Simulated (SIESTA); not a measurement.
SnTe3:

```
CELL_PARAMETERS angstrom
0.00000 3.86122 3.86122
3.86122 0.00000 3.86122
3.86122 3.86122 0.00000
ATOMIC_POSITIONS crystal
Te 0.50000 0.50000 0.50000
Te 0.75000 0.75000 0.75000
Te 0.25000 0.25000 0.25000
Sn 0.00000 0.00000 0.00000
```

The cell comes from a database or a generator and needn't be the stable form of this composition.

Base run:

```yaml
Program: SIESTA 5.4.2
Functional: PBEsol
Potentials_or_basis: PseudoDojo 0.4 standard (PBEsol files)
Basis: SZP (energy shift 0.003 Ry)
Grid_cutoff: 500 Ry
Energy_shift: 0.003 Ry
k_mesh: 6 × 6 × 6
Occupations: fermi-dirac, width 0.05 eV
Spin: no spin polarisation
```

Its results: band gap on the k mesh none (metal or under the smearing width); pressure -0.3 GPa.

The run is repeated on the same cell with these changes: basis from SZP (energy shift 0.003 Ry) to DZP (energy shift 0.003 Ry; two zetas on semicore shells). What comes out?

Band gap on the k mesh none (metal or under the smearing width); pressure -1.6 GPa.

Caveats: spin-orbit coupling is left out, which moves the levels of the heavy elements; the basis of atomic orbitals isn't converged, which shifts pressures, moduli and gaps.
